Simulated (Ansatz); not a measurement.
Ni, space group Im-3m: relaxations under a series of pressures, run with Ansatz 0.2.0 through its Python package.

The script, `run_compress.py`:
```python
"""Cell of Ni under pressure."""

from dataclasses import dataclass
import warnings

import ansatz as az
import numpy as np
import pandas as pd


@dataclass(frozen=True)
class RunConfig:
    kgrid: tuple[int, ...] = (17, 17, 17)
    xc: str = "r2scan"
    vdw: str = "d3bj"
    cutoff: int = 530
    filling: str = "Fermi-Dirac"
    sigma: float = 0.1


opts = RunConfig()

def edges_and_angles(cell):
    cell = np.asarray(cell)
    a, b, c = np.linalg.norm(cell, axis=1)
    cosines = cell[1] @ cell[2] / (b * c), cell[0] @ cell[2] / (a * c), cell[0] @ cell[1] / (a * b)
    return (a, b, c, *np.degrees(np.arccos(cosines)))

warnings.simplefilter("ignore", az.DeckWarning)

ni = (
    az.Lattice.from_parameters(2.396665, 2.396665, 2.396665, alpha=109.47122, beta=109.47122, gamma=109.47122)
    .atom("Ni", [0.0, 0.0, 0.0])
    .moments(Ni=1.0)
)

job = ni.calculation()
job = job.kpoints(*opts.kgrid, center="gamma").functional(opts.xc, dispersion=opts.vdw)
job = job.basis(opts.cutoff).occupations(opts.filling, width=opts.sigma)
job = job.spin("collinear")

# H = F + PV, with 1 GPa A^3 = 1/160.21766 eV
rows = []
for pressure in [0, 2, 4, 6, 8]:
    done = job.relax(cell=True, pressure=pressure, force_tolerance=0.02).run(threads=1, pin="off")
    cell = done.lattice.cell_ang
    n_atoms = len(done.lattice.sites)
    volume = abs(np.linalg.det(cell)) / n_atoms
    enthalpy = done.report["free_energy_ev"] / n_atoms + pressure * volume / 160.21766
    rows.append((pressure, volume, enthalpy, *edges_and_angles(cell)))
    print(f"{pressure} GPa done: {volume:.4f} A^3/atom")

table = pd.DataFrame(rows, columns=["P_GPa", "V_A3_atom", "H_eV_atom", "a", "b", "c", "alpha", "beta", "gamma"])
print(table.round(4).to_string(index=False))
p, v = np.array([row[0] for row in rows], float), np.array([row[1] for row in rows])
print("mean bulk modulus between rows (GPa):", np.round(-np.diff(p) / np.diff(np.log(v)), 1))
```

How far does the cell shrink over this series of pressures, and what bulk modulus does the first step imply?

The volume falls from 10.43 Å³ an atom at 0 GPa to 10.09 at 8 GPa, by 3.3 %. Between 0 and 2 GPa, -V dP/dV is about 228 GPa, a mean over that step.

What the script printed:

Output of `python run_compress.py`:
```text
0 GPa done: 10.4347 A^3/atom
2 GPa done: 10.3435 A^3/atom
4 GPa done: 10.2568 A^3/atom
6 GPa done: 10.1740 A^3/atom
8 GPa done: 10.0935 A^3/atom
 P_GPa  V_A3_atom  H_eV_atom      a      b      c    alpha     beta    gamma
     0    10.4347 -5845.4161 2.3843 2.3843 2.3843 109.4712 109.4712 109.4712
     2    10.3435 -5845.2865 2.3774 2.3774 2.3774 109.4712 109.4712 109.4712
     4    10.2568 -5845.1579 2.3707 2.3707 2.3707 109.4712 109.4712 109.4712
     6    10.1740 -5845.0304 2.3643 2.3643 2.3643 109.4712 109.4712 109.4712
     8    10.0935 -5844.9039 2.3581 2.3581 2.3581 109.4712 109.4712 109.4712
mean bulk modulus between rows (GPa): [227.8 237.6 246.8 251.7]
```

What to keep in mind:
- Total energies depend on the potentials; only differences at equal settings carry meaning.
- The magnetic order follows from the starting moments and needn't be the lowest.
- The dispersion term runs with damping parameters of another functional.
- At a fixed pressure a relaxation lowers the enthalpy F + PV, while F alone can rise.
- Dispersion corrections can be off by several per cent in the lattices of metals, and by several GPa in the pressure at a fixed cell.
- Edges and angles are those of the cell as typed, here a primitive one, not of the conventional cell.
- r2SCAN tends to overestimate the moments of itinerant magnets.
- This isn't the structure that Ni takes at ambient conditions.
- Symmetry holds the cell in this phase, whether or not it is the stable one at each pressure.
- The script silences the warnings on its input, which a real study should read.
- Finished in 3.2 min on 1 thread of Intel(R) Xeon(R) Processor @ 2.30GHz, with other jobs on the host, peak memory 0.6 GiB.
